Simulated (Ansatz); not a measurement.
# C₅H₈ClCuN₂: relaxing the structure

What shape does C₅H₈ClCuN₂ take? The plan is to relax it, and look at its orbitals and charge.

Program: Ansatz 0.2.0, Gaussian basis. Level of theory: RKS PBE0-D4/def2-TZVP. These are calculated values, not measurements.

Levels to be run: relaxation at PBE0-D4/def2-TZVP; a single point in def2-TZVPP for the fields.

## (1) Starting geometry

SMILES `Cn1ccn(C)[c+]1[Cu-][Cl]`, 17 atoms, charge 0, spin multiplicity 1.

Atoms are counted from 1 here; the program's logs count them from 0.

Bond lengths: C1–N2 1.436 Å, C1–H10 1.090 Å, C1–H11 1.091 Å, C1–H12 1.092 Å, N2–C3 1.367 Å, N2–C7 1.351 Å, C3–C4 1.354 Å, C3–H13 1.070 Å, C4–N5 1.367 Å, C4–H14 1.070 Å, N5–C6 1.436 Å, N5–C7 1.351 Å, C6–H15 1.091 Å, C6–H16 1.091 Å, C6–H17 1.090 Å, C7–Cu8 1.912 Å, Cu8–Cl9 2.073 Å. Angles: N2–C1–H10 108.6°, N2–C1–H11 110.3°, N2–C1–H12 110.4°, H10–C1–H11 109.4°, H10–C1–H12 109.2°, H11–C1–H12 109.0°, C1–N2–C3 124.1°, C1–N2–C7 125.3°, C3–N2–C7 110.6°, N2–C3–C4 106.8°, N2–C3–H13 122.4°, C4–C3–H13 130.8°, C3–C4–N5 106.8°, C3–C4–H14 130.7°, N5–C4–H14 122.5°, C4–N5–C6 124.1°, C4–N5–C7 110.6°, C6–N5–C7 125.3° and more.

The start is a GFN2-xTB geometry.

## (2) Geometry optimisation, PBE0-D4/def2-TZVP

File in.yaml:

```yaml
crystal:
  periodic: [false, false, false]
  atoms:
    - {symbol: C, position_ang: [2.116120, -0.739620, -0.977160]}
    - {symbol: N, position_ang: [0.729680, -0.494170, -0.694600]}
    - {symbol: C, position_ang: [-0.303750, -0.973630, -1.449810]}
    - {symbol: C, position_ang: [-1.447720, -0.539560, -0.869530]}
    - {symbol: N, position_ang: [-1.083230, 0.193240, 0.224990]}
    - {symbol: C, position_ang: [-2.013410, 0.830070, 1.114810]}
    - {symbol: C, position_ang: [0.261570, 0.229450, 0.345200]}
    - {symbol: Cu, position_ang: [1.284560, 1.109430, 1.700240]}
    - {symbol: Cl, position_ang: [2.395440, 2.061060, 3.168470]}
    - {symbol: H, position_ang: [2.719840, -0.197920, -0.248770]}
    - {symbol: H, position_ang: [2.364970, -0.394760, -1.982170]}
    - {symbol: H, position_ang: [2.336670, -1.806530, -0.903340]}
    - {symbol: H, position_ang: [-0.146740, -1.572170, -2.323050]}
    - {symbol: H, position_ang: [-2.470770, -0.691280, -1.145050]}
    - {symbol: H, position_ang: [-2.639740, 0.084290, 1.607230]}
    - {symbol: H, position_ang: [-2.652450, 1.521670, 0.563850]}
    - {symbol: H, position_ang: [-1.451040, 1.380440, 1.868690]}
basis:
  gaussian: {orbitals: def2-TZVP}
hamiltonian: {xc: pbe0, dispersion: d4}
relax: {f_tol: 0.005, max_steps: 150}
```

Command:

```sh
$ ansatz run in.yaml --threads 4 --pin off --events-out ev --progress --plain --max-ram 41984MiB --backend cuda --devices 0, --max-vram 37GiB
```

The runs that follow: A single point for the fields.

Before running them: what should the planned runs give, taken together? Wanted: point group; shift from the start; total energy; dispersion term; dipole moment; HOMO, LUMO.

As calculated:

```
                  quantity            value
               point group              C2v
                     steps               10
shift from the start (rms)          0.036 Å
              total energy   -65444.4260 eV
           dispersion term         -442 meV
             dipole moment          10.43 D
                HOMO, LUMO  -6.24, -0.44 eV
```

What this shows: The relaxed geometry lies 0.04 Å (rms) from the start; the bond that changed most is Cu8–Cl9, from 2.073 to 2.099 Å. No vibrations were run, so it is not proven to be a minimum. The largest Mulliken charge, -0.44 e, sits on Cl9. The HOMO lies mostly on Cl9 57 %; Cu8 34 % and the LUMO on C7 38 %; Cu8 16 %.
